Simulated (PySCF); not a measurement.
# C4H5ClOSi: the cost of one run

The runs use PySCF 2.14.0, with density-fitted response routines of our own; the level of theory stands in each step. All values are computed, except where a source is named. Atoms are numbered from 0 throughout.

### 1 The molecule as given

12 atoms, charge 0, multiplicity 1; geometry from: GFN2-xTB. The atoms were then displaced at random by about 0.01 Å, so the start is not that level's minimum.

Bonds of the start (Å): O0–C1 1.18, C1–C2 1.47, C2–C3 1.38, C3–Si4 1.89, Si4–Cl5 2.01, Si4–C6 1.89, C6–C1 1.52, C2–H7 1.08, C3–H8 1.06, Si4–H9 1.44, C6–H10 1.11, C6–H11 1.08.

### 2 Relaxing the molecule at PBE0-D3(BJ)/def2-SVP

Job settings and geometry (Å):

```
{"job": {"xc": "PBE0", "basis": "def2-SVP", "d3": "d3bj", "grid": 1, "shake": 0.01, "kind": "geom"}, "charge": 0, "multiplicity": 1}
O     -2.391390     0.668540    -0.611230
C     -1.297140     0.431790    -0.249800
C     -0.266160     1.451530    -0.019550
C      1.044350     1.023200     0.094300
Si     1.105870    -0.865700    -0.042550
Cl     2.017480    -1.696800     1.550660
C     -0.778900    -0.977830    -0.006450
H     -0.532840     2.496000     0.013740
H      1.831520     1.709590     0.262460
H      1.715290    -1.335470    -1.260740
H     -1.166030    -1.286520     0.982710
H     -1.242370    -1.646600    -0.722580
```

Launch:

```sh
$ OMP_NUM_THREADS=1 python probes_run.py task.json out
```

This one command runs all jobs of the session in turn.

Q: Estimate the wall time and peak memory of this first job on 1 thread of Arm Neoverse V1, shared host.

About 58 s, with a peak of 0.52 GiB.
